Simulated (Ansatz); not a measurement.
# Ge2Sb2Te5 (Cm) in Ansatz: notebook, part 3 of 3

Ansatz 0.2.0. The steps go on from the part before.

## 4. Relaxation of cell and atoms, PBE, target pressure 2 GPa, at which the enthalpy is minimised

input.yaml reads:

```yaml
crystal:
  lattice:
    - [6.839136, -3.066006, 0.0]
    - [6.839136, 3.066006, 0.0]
    - [-6.830977, 0.0, 6.847609]
  atoms:
    - { symbol: Te, position: [0.594702, 0.594702, 0.386433] }
    - { symbol: Te, position: [0.795288, 0.795288, 0.196112] }
    - { symbol: Te, position: [0.008324, 0.008324, 0.006435] }
    - { symbol: Te, position: [0.206519, 0.206519, 0.809803] }
    - { symbol: Te, position: [0.399959, 0.399959, 0.597118] }
    - { symbol: Sb, position: [0.901708, 0.901708, 0.587873] }
    - { symbol: Sb, position: [0.11187, 0.11187, 0.417352] }
    - { symbol: Ge, position: [0.284287, 0.284287, 0.18783] }
    - { symbol: Ge, position: [0.497343, 0.497343, 0.011044] }
hamiltonian:
  xc: pbe
  pseudopotentials: { kind: paw }
kpoints:
  mp_grid: { grid: [4, 4, 3] }
scf:
  occupations: { method: fermi_dirac, width: 0.05 }
output:
  forces: true
  stress: true
  eigenvalues: true
relax:
  f_tol: 0.01
  max_steps: 40
  cell: { stress_tol: 0.05, p_target: 2.0 }
```

Potentials or basis: Ansatz PAW.

Command:

```sh
$ ansatz run input.yaml --threads 4 --pin off --max-ram 11264MiB --backend cpu --events-out ev --progress --plain --runs-dir out
```

Output:

```text
Warning: RAYON_NUM_THREADS=4 ignored (pool sized by the plan → 4); use --threads N
Engine: ansatz 0.2.0, aarch64-unknown-linux-gnu
Pseudopotentials: kind: paw
Pseudopotential: Te, paw, valence charge 16, recommended cutoff 420 eV (normal), Te.paw.azcp
Pseudopotential: Sb, paw, valence charge 15, recommended cutoff 420 eV (normal), Sb.paw.azcp
Pseudopotential: Ge, paw, valence charge 14, recommended cutoff 420 eV (normal), Ge.paw.azcp
Functional definition: PBE
  parameter kappa = 0.804
  parameter beta = 0.06672455060314922
  exchange = pbe_x(kappa = kappa, mu = beta*pi^2/3)
  correlation = pbe_c(beta = beta)
Crystal: 9 atoms, lattice volume = 287.173 Å³
Basis set: ecut = 420 eV, 5631 PW (Γ), exchange–correlation on 108×108×144 points (8 copies of the dense FFT grid, shifted against one another)
[... 201 lines left out ...]
  k-point 1: bands = ["-27.9847", "-27.9755", "-27.9349", "-27.9037", "-27.9006", "-27.8830", "-27.8633", "-27.8500", "-27.7982", "-27.7960", "-27.7882", "-27.7862", "-27.7775", "-27.7759", "-27.7739", "-27.7203", "-27.7176", "-27.7015", "-27.7000", "-27.6951", "-27.5305", "-27.5232", "-27.3721", "-27.3562", "-27.3158", "-20.5044", "-20.4998", "-20.4888", "-20.4835", "-20.4821", "-20.4811", "-20.4806", "-20.4797", "-20.4783", "-20.4770", "-15.7586", "-15.7498", "-15.7442", "-15.7432", "-15.7420", "-15.7369", "-15.7331", "-15.7200", "-15.7195", "-15.7132", "-3.8831", "-2.8324", "-2.1171", "-1.8334", "-1.7316", "-0.0887", "0.7491", "1.3240", "2.5250", "3.6172", "3.6978", "4.2504", "4.4303", "5.2792", "5.7108", "6.1266", "6.2718", "6.5041", "7.0723", "7.2249", "7.8079", "8.1224", "8.1769", "8.7013", "10.2170", "10.4908", "10.8320", "11.3595", "11.8050", "11.9271", "12.4796", "12.5840", "13.0518", "13.6020", "13.6845", "13.9191", "14.1179", "14.4957"]
  k-point 2: bands = ["-27.9844", "-27.9755", "-27.9349", "-27.9037", "-27.9006", "-27.8827", "-27.8633", "-27.8500", "-27.7982", "-27.7960", "-27.7881", "-27.7862", "-27.7775", "-27.7759", "-27.7739", "-27.7203", "-27.7176", "-27.7015", "-27.7000", "-27.6951", "-27.5305", "-27.5232", "-27.3721", "-27.3562", "-27.3158", "-20.5047", "-20.4998", "-20.4892", "-20.4836", "-20.4827", "-20.4814", "-20.4799", "-20.4797", "-20.4783", "-20.4769", "-15.7586", "-15.7499", "-15.7443", "-15.7431", "-15.7421", "-15.7370", "-15.7331", "-15.7200", "-15.7195", "-15.7132", "-3.8407", "-2.3097", "-2.1022", "-2.0480", "-1.7481", "-0.5224", "0.0639", "0.6727", "2.2954", "4.0690", "4.6738", "4.9045", "5.2290", "5.6235", "5.7918", "6.0738", "6.5676", "6.6051", "7.0125", "7.3284", "7.6318", "7.8394", "8.5198", "8.7375", "10.0554", "10.2196", "10.5365", "11.2221", "11.5900", "11.7540", "12.1167", "12.2183", "12.7400", "12.9110", "13.1399", "13.6222", "13.8876", "14.2121"]
  k-point 16: bands = ["-27.9847", "-27.9755", "-27.9349", "-27.9037", "-27.9006", "-27.8830", "-27.8633", "-27.8500", "-27.7982", "-27.7960", "-27.7882", "-27.7862", "-27.7775", "-27.7759", "-27.7739", "-27.7203", "-27.7176", "-27.7015", "-27.7000", "-27.6951", "-27.5305", "-27.5232", "-27.3721", "-27.3562", "-27.3158", "-20.5046", "-20.4999", "-20.4884", "-20.4835", "-20.4827", "-20.4819", "-20.4802", "-20.4787", "-20.4783", "-20.4767", "-15.7586", "-15.7498", "-15.7445", "-15.7432", "-15.7417", "-15.7370", "-15.7331", "-15.7200", "-15.7195", "-15.7131", "-3.6073", "-3.1798", "-2.1685", "-1.9115", "-1.8068", "0.1611", "0.8368", "1.6220", "2.1938", "3.4693", "3.8139", "4.5880", "5.0321", "5.2316", "5.2552", "5.9525", "6.1857", "6.3266", "6.7459", "7.4391", "7.8880", "8.0025", "8.2261", "8.7765", "9.7016", "10.1930", "10.9647", "11.5059", "11.7058", "12.3277", "12.4258", "12.7465", "12.9125", "13.2199", "13.3702", "13.9821", "14.0539", "14.2334"]
--- Relaxed structure (10 steps of the walk, 8 accepted, 1 SCFs on fresh bases) ---
  F+E_penalty+E_count = -56459.23728364 eV   max|allowed force component| = 5.612e-3 eV/Å   (the final SCF, on the basis selected at the relaxed cell)
  cell:  # Å, volume = 271.3707 Å³
    - [6.716676332887046, -3.0209505332722006, -0.03247949327437654]
    - [6.716676332887046, 3.0209505332722006, -0.03247949327437654]
    - [-6.741183157763907, 0.0, 6.719654039874771]
  atoms:
    - { symbol: Te, position: [0.5962633122399986, 0.5962633122399986, 0.39042195768622817] }
    - { symbol: Te, position: [0.7964449789313841, 0.7964449789313841, 0.18431338424542903] }
    - { symbol: Te, position: [-6.576501508573384e-5, -6.576501508573384e-5, -0.002865247647080891] }
    - { symbol: Te, position: [0.21154135805914187, 0.21154135805914187, 0.8141375641091537] }
    - { symbol: Te, position: [0.4121892462587913, 0.4121892462587913, 0.603117876557966] }
    - { symbol: Sb, position: [0.894491542690812, 0.894491542690812, 0.5796777170768911] }
    - { symbol: Sb, position: [0.11314989779060476, 0.11314989779060476, 0.42536476978115795] }
    - { symbol: Ge, position: [0.2810701824684591, 0.2810701824684591, 0.19692844943239401] }
    - { symbol: Ge, position: [0.4949152465758944, 0.4949152465758944, 0.008903528757861847] }
```

Run time: 2.1 min. Hardware: 4 threads of Arm Neoverse V2, shared host; peak memory 1.1 GiB.

Results:

- Free energy: -56459.2373 eV
- Relaxed volume: 30.15 Å³/atom
- Relaxed cell: a = 7.365 Å, b = 7.365 Å, c = 9.518 Å, α = 130.47°, β = 130.47°, γ = 48.43°
- Space group after relaxing (to 0.05 Å): Cm (No. 8)
- Energy change on relaxing (the enthalpy is what falls): +6.3 meV/atom
- Ionic steps: 9
- Pressure after relaxing: 2.0 GPa
- Largest force after relaxing: 0.007 eV/Å
- Band gap on the k mesh: 0.16 eV, direct

Forces on the atoms (eV/Å):
```
Te   0.000  0.000 -0.002
Te  -0.004  0.000 -0.001
Te  -0.001  0.000 -0.001
Te   0.006  0.000 -0.004
Te   0.004  0.000  0.002
Sb   0.000  0.000  0.002
Sb  -0.004  0.000  0.005
Ge   0.002  0.000  0.000
Ge  -0.003  0.000  0.000
```

The path:
| step | energy change (eV) | largest force (eV/Å) | volume (Å³) |
| --- | --- | --- | --- |
| 1 | 0.0000 | 0.1584 | 287.17 |
| 2 | 0.2343 | 0.1964 | 261.55 |
| 3 | 0.0611 | 0.0428 | 271.39 |
| 4 | 0.0705 | 0.0388 | 270.41 |
| 5 | 0.0670 | 0.0600 | 270.48 |
| 6 | 0.0601 | 0.0433 | 270.99 |
| 7 | 0.0555 | 0.0166 | 271.27 |
| 8 | 0.0541 | 0.0072 | 271.37 |
| 9 | 0.0568 | 0.0071 | 271.37 |

Final structure:
```yaml
crystal:
  lattice:
    - [6.71668, -3.02095, -0.03248]
    - [6.71668, 3.02095, -0.03248]
    - [-6.74118, 0.00000, 6.71965]
  atoms:
    - { symbol: Te, position: [0.59626, 0.59626, 0.39042] }
    - { symbol: Te, position: [0.79644, 0.79644, 0.18431] }
    - { symbol: Te, position: [0.99993, 0.99993, 0.99713] }
    - { symbol: Te, position: [0.21154, 0.21154, 0.81414] }
    - { symbol: Te, position: [0.41219, 0.41219, 0.60312] }
    - { symbol: Sb, position: [0.89449, 0.89449, 0.57968] }
    - { symbol: Sb, position: [0.11315, 0.11315, 0.42536] }
    - { symbol: Ge, position: [0.28107, 0.28107, 0.19693] }
    - { symbol: Ge, position: [0.49492, 0.49492, 0.00890] }
```

Caveat: odd divisions of the mesh miss points on the zone boundary, where band edges often lie, so the gap on the mesh can be too wide; the plane-wave basis is chosen anew once the cell has moved, so the energies of steps on either side of that aren't comparable; spin-orbit coupling is left out, which moves the levels of the heavy elements. A k mesh can miss the band edges.

## 5. Overview

| level | cell | k mesh | target pressure (GPa) | gap on the mesh (eV) | pressure (GPa) | largest force (eV/Å) |
| --- | --- | --- | --- | --- | --- | --- |
| PBE | relaxed to 20 GPa | 4 × 4 × 3 | 20 | none | 20.0 | 0.01 |
| RPBE | relaxed | 5 × 5 × 4 | - | 0.46 | 0.0 | - |
| PBE | relaxed to 2 GPa | 4 × 4 × 3 | 2 | 0.16 | 2.0 | 0.01 |

Alike in all rows: task relaxation of cell and atoms; potentials or basis Ansatz PAW; no spin polarisation; cutoff (eV) 420; smearing fermi-dirac 0.05 eV.

Caveats: the plane-wave basis is chosen anew once the cell has moved, so the energies of steps on either side of that aren't comparable; odd divisions of the mesh miss points on the zone boundary, where band edges often lie, so the gap on the mesh can be too wide (some runs); spin-orbit coupling is left out, which moves the levels of the heavy elements (some runs); the volume moved by over 15 % at a fixed basis, so the end points are rough (some runs); the PAW data sets come from PBE, with cores solved anew for the run's functional, which leaves a small shift of forces and pressure (some runs).

Absolute energies hang on the potentials; compare differences alone.
